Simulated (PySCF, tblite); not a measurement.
# C₅H₈OP₂: infrared bands and NMR shifts

Aim: predict the infrared bands and NMR shifts of C₅H₈OP₂ (`O=P1(P)C=CCC=C1`).

The runs use tblite 0.8.0 and PySCF 2.14.0, with density-fitted response routines of our own; the level of theory stands in each step. All values are computed, except where a source is named. Atoms are numbered from 0 throughout.

**1. The starting structure**

16 atoms, charge 0, multiplicity 1; geometry from: GFN2-xTB.

Bonds of the start (Å): O0–P1 1.47, P1–P2 2.20, P1–C3 1.81, C3–C4 1.32, C4–C5 1.50, C5–C6 1.50, C6–C7 1.32, C7–P1 1.81, P2–H8 1.39, P2–H9 1.39, C3–H10 1.08, C4–H11 1.08, C5–H12 1.09, C5–H13 1.10, C6–H14 1.08, C7–H15 1.08.

**2. Harmonic vibrations with GFN2-xTB**

The job: settings as JSON, then the geometry in Å.

```
{"job": {"kind": "ir", "xc": "GFN2-xTB", "basis": "xTB"}, "charge": 0, "multiplicity": 1}
O      1.711017    -1.131299     2.018073
P      1.041704    -0.605947     0.820589
P      2.445102    -0.486716    -0.863613
C     -0.355342    -1.582065     0.220065
C     -1.353444    -1.007121    -0.433806
C     -1.408996     0.455485    -0.756642
C     -0.812180     1.337384     0.296954
C      0.245485     1.008175     1.023182
H      1.755485     0.535726    -1.507393
H      3.224513     0.406724    -0.134578
H     -0.342632    -2.634038     0.467474
H     -2.197769    -1.593959    -0.772522
H     -2.444669     0.751244    -0.936715
H     -0.865254     0.620011    -1.696377
H     -1.300428     2.292658     0.444533
H      0.649810     1.642683     1.799365
```

**Question.** This job is followed by: GIAO PBE0/pcSseg-1 NMR shielding, non-relativistic, gas phase. What will the session give for the following? strongest single infrared mode (GFN2-xTB); zero-point energy (GFN2-xTB); 13C shifts against TMS (PBE0/pcSseg-1, means over atoms taken as alike); 1H shifts against TMS (PBE0/pcSseg-1, means over atoms taken as alike); 17O shifts against H2O (PBE0/pcSseg-1); 31P shifts against H3PO4 (PBE0/pcSseg-1).

**Answer**, as computed:

```
                                                               quantity                             value
                              strongest single infrared mode (GFN2-xTB)             1252 cm⁻¹, 220 km/mol
                                           zero-point energy (GFN2-xTB)                     71.5 kcal/mol
13C shifts against TMS (PBE0/pcSseg-1, means over atoms taken as alike)            147.9, 142.6, 32.9 ppm
 1H shifts against TMS (PBE0/pcSseg-1, means over atoms taken as alike)  6.88, 6.81, 3.07, 2.42, 2.42 ppm
                                 17O shifts against H2O (PBE0/pcSseg-1)                         119.7 ppm
                               31P shifts against H3PO4 (PBE0/pcSseg-1)                 -17.0, -208.9 ppm
```

All 42 modes are real, so the xTB geometry is a minimum. The strongest single mode, at 1252 cm⁻¹, moves mainly O0 and P1. Unscaled tight-binding wavenumbers are off by several per cent, some by more. Its intensities can rank the bands wrongly. At PBE0/pcSseg-1: The widest tensor belongs to P1: span 275 ppm, with a paramagnetic part of -628 ppm.
